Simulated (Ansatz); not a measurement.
# BGeNH (quartet): from Hartree-Fock to the top rungs, cc-pVDZ

One table from this session's results is given with a row withheld; the runs are named, their logs left out.

Method: cc-pVDZ, core rule «outside noble gas», up to 16 orbitals frozen; program: Ansatz 0.2.0, Gaussian basis.

Plan: UHF; CCSD(T) on ROHF; CCSD(T) on UHF; BCCD(T) on ROHF; CISD as a restricted active space (open shells left free, so some higher excitations enter); CCSDT(Q) on ROHF; CCSDT(Q) on UHF.

27 further runs of the same task are left out: 12 that didn't finish, 15 set aside as unsound or not needed. Runs told in other sessions of the task aren't counted.

### What is computed

The geometry is a PBE0/def2-TZVP stationary point (not a proven minimum). No spin-orbit coupling is included. The filled d shell of Ge may be among the frozen orbitals whatever the setting's name suggests.

4 atoms, charge 0, spin multiplicity 4.

Atoms are counted from 1 here; the program's logs count them from 0.

Bond lengths: B1–Ge2 2.138 Å, B1–N3 1.346 Å, B1–H4 1.181 Å, Ge2–N3 1.938 Å. Angles: Ge2–B1–N3 62.9°, Ge2–B1–H4 145.5°, N3–B1–H4 151.6°, B1–Ge2–N3 38.2°, B1–N3–Ge2 79.0°.

The first run:

File in.yaml:

```yaml
crystal:
  periodic: [false, false, false]
  atoms:
    - {symbol: B, position_ang: [0.000000, 0.535353, 1.574476]}
    - {symbol: Ge, position_ang: [0.000000, 0.049350, -0.507987]}
    - {symbol: N, position_ang: [0.000000, -0.770467, 1.248606]}
    - {symbol: H, position_ang: [0.000000, 1.408034, 2.370817]}
basis:
  gaussian: {orbitals: cc-pVDZ}
magnetization: {spin_polarized: true, initial_magnetization: 3}
hamiltonian: {xc: hf}
output: {orbitals: {seedname: orbitals}}
```

Run with:

```console
$ ansatz run in.yaml --threads 1 --pin off --events-out ev --progress --plain --max-ram 2393MiB
```

Steps of the session up to this table: UHF; CCSD(T) on ROHF; CCSD(T) on UHF; BCCD(T) on ROHF; CISD as a restricted active space (open shells left free, so some higher excitations enter); CCSDT(Q) on ROHF; CCSDT(Q) on UHF.

One table of the session follows, with a row left open; its other results are not shown here.

It belongs to the step «Misses and costs». 

```
   method  from UCCSDT(Q) (meV)
     ROHF               +9066.8
      UHF               +8785.1
     RMP2               +1025.0
     UMP2               +1215.2
    RCCSD                +495.1
    UCCSD                +461.4
 RCCSD(T)                     ?
 UCCSD(T)                 +74.3
  BCCD(T)                 +85.0
   RCCSDT                 +58.5
   UCCSDT                 +40.5
RCCSDT(Q)                 +19.3
UCCSDT(Q)                     0
```

Q: Estimate the row for RCCSD(T) from the others.

As computed: from UCCSDT(Q) (meV): +84.2. In the column «from UCCSDT(Q) (meV)» it lies between UCCSD(T) (+74.3) and BCCD(T) (+85.0).

Not comparable, so not listed: CISD as a restricted active space (open shells left free, so some higher excitations enter) (they don't share determinant, frozen orbitals or solution with the rows shown, or repeat one).

To keep in mind: Restricted and unrestricted rows rest on different reference determinants; a gap between their highest levels can come from leftover correlation error, from unlike frozen cores or from another state.
